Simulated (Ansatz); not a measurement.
# BAs (zincblende type): a single-point run

Wanted: a converged single-point run for BAs (zincblende type), and a check of what comes out. The structure is shown as the input types it.

Method: DFT, PBE, all-electron LAPW, scalar-relativistic, in Ansatz 0.2.0.

## 1. Starting point

The structure is cubic, space group F-43m (No. 216). Conventional cell: a = 4.145 Å, b = 4.145 Å, c = 4.145 Å, α = 90.00°, β = 90.00°, γ = 90.00°. B (site symmetry -43m) has 4 As at 1.79 Å as nearest neighbours. As (site symmetry -43m) has 4 B at 1.79 Å as nearest neighbours.

Structure file:

```cif
data_structure
_symmetry_space_group_name_H-M 'F-43m'
_symmetry_Int_Tables_number 216
_cell_length_a 4.1445
_cell_length_b 4.1445
_cell_length_c 4.1445
_cell_angle_alpha 90.000
_cell_angle_beta 90.000
_cell_angle_gamma 90.000
_cell_volume 71.19
loop_
_atom_site_label
_atom_site_type_symbol
_atom_site_symmetry_multiplicity
_atom_site_Wyckoff_symbol
_atom_site_fract_x
_atom_site_fract_y
_atom_site_fract_z
_atom_site_occupancy
B1 B 4 a 0.00000 0.00000 0.00000 1
As1 As 4 d 0.25000 0.25000 0.75000 1
```

## 2. Input and run

Contents of input.yaml:

```yaml
crystal:
  lattice:
    - [0.0, 2.0722728826, 2.0722728826]
    - [2.0722728826, 0.0, 2.0722728826]
    - [2.0722728826, 2.0722728826, 0.0]
  atoms:
    - { symbol: B, position: [0.0, 0.0, 0.0], spin: 2.0 }
    - { symbol: As, position: [0.25, 0.25, 0.25] }
kpoints:
  mp_grid: { grid: [14, 14, 14] }
scf:
  occupations: { method: fermi_dirac, width: 0.08 }
  max_iter: 80
hamiltonian:
  xc: pbe
  pseudopotentials: { kind: all_electron, lapw: { basis_error: 0.001 } }
output:
  forces: true
  stress: true
  eigenvalues: true
  populations: true
```

Run with:

```console
> ansatz run input.yaml --threads 1 --pin off --max-ram 2048MiB --backend cpu --events-out ev --progress --plain --runs-dir out
```

Q: Will this input give a usable result? If not, why, and what should change?

Nothing was computed: the input was turned down at the start. It says: «inconsistent input (magnetization.spin_polarized): false but per-atom `spin:`, `per_species`, `initial_magnetization`, `magnetic_field`, or `spin_locking` is set»

The atoms carry spins in the input while the run has one spin channel.

The cure: make the spin settings agree.
